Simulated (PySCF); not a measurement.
# [PbH3]+: other functionals and bases at one geometry

One table from this session's results is given with a row withheld; the runs are named, their logs left out.

Program: PySCF 2.14.0. Level of theory: several levels, as the steps say, no spin–orbit coupling. These are calculated values, not measurements.

2 further runs of the same task are left out: 2 for a known fault of the program.

### The starting structure

4 atoms, charge 1, spin multiplicity 1.

Bond lengths: Pb1–H2 1.740 Å, Pb1–H3 1.740 Å, Pb1–H4 1.741 Å. Angles: H2–Pb1–H3 120.1°, H2–Pb1–H4 119.9°, H3–Pb1–H4 119.9°.

As a file:

```
Pb    0.47005    0.00000    0.00000
H    -0.39880    0.00000    1.50802
H    -0.39880    0.00000   -1.50802
H     2.21088    0.00000    0.00000
```

Formal oxidation states: Pb +4. An earlier session relaxed this geometry at PBE0, Pb def2-SVP with ECP60, H def2-SVP (singlet, point group D3h).

At PBE0 on the finer grid: E = -194.297880 Eh, HOMO -15.69 eV, LUMO -9.11 eV, Mulliken charge on Pb1 +0.74 e, largest force component 0.007 eV/Å. 

Levels to run: BP86; r2SCAN; CAM-B3LYP; TPSS; PBE0, TZVP; PBE0, x2c-SVP. Hardware: 2 threads of Arm Neoverse V1, shared host.

Set-up of the first run:

The input, run.py (the lines that set the calculation):

```python
mol = gto.M(atom='''
Pb     0.47005     0.00000     0.00000
H     -0.39880     0.00000     1.50802
H     -0.39880     0.00000    -1.50802
H      2.21088     0.00000     0.00000''',
    basis={'Pb': 'def2-SVP', 'H': 'def2-SVP'},
    ecp={'Pb': 'def2-SVP'},
    charge=1, spin=0)
mf = dft.RKS(mol, xc='B88,P86')
mf.grids.atom_grid = (75, 302)
mf = mf.density_fit()  # fitting sets: Pb def2-universal-JKFIT, H def2-universal-JKFIT
mf.conv_tol = 1e-08; mf.max_cycle = 55
mf.kernel(dm0)  # dm0: the density of the relaxed state
```

Launch:

```bash
$ OMP_NUM_THREADS=2 python run.py
```

Among the steps run: BP86; r2SCAN; CAM-B3LYP; TPSS; PBE0, TZVP; PBE0, x2c-SVP.

One table of the session follows, with a row left open; its other results are not shown here.

| level | HOMO (eV) | gap (eV) | charge on Pb1 (e) | largest force component (eV/Å) |
| --- | --- | --- | --- | --- |
| PBE0 (relaxed here) | -15.69 | 6.58 | 0.74 | 0.01 |
| BP86 | -14.63 | 4.57 | 0.75 | 0.28 |
| r2SCAN | -14.81 | 5.15 | 0.78 | 0.06 |
| CAM-B3LYP | -17.02 | 8.82 | 0.75 | 0.07 |
| TPSS | -14.71 | 4.90 | 0.78 | 0.18 |
| PBE0, TZVP | ? | ? | ? | ? |
| PBE0, x2c-SVP | -15.72 | 6.57 | 0.77 | 0.11 |

Estimate the missing values for PBE0, TZVP.

As computed: HOMO (eV): -15.68; gap (eV): 6.57; charge on Pb1 (e): 0.63; largest force component (eV/Å): 0.11. In the column «HOMO (eV)» it lies between PBE0 (relaxed here) (-15.69) and r2SCAN (-14.81).

In one basis the HOMO–LUMO gap runs from 4.57 eV (BP86) to 8.82 eV (CAM-B3LYP). The largest leftover force, 0.28 eV/Å with BP86, stands at a geometry relaxed at another level. Total energies of different levels can't be compared.
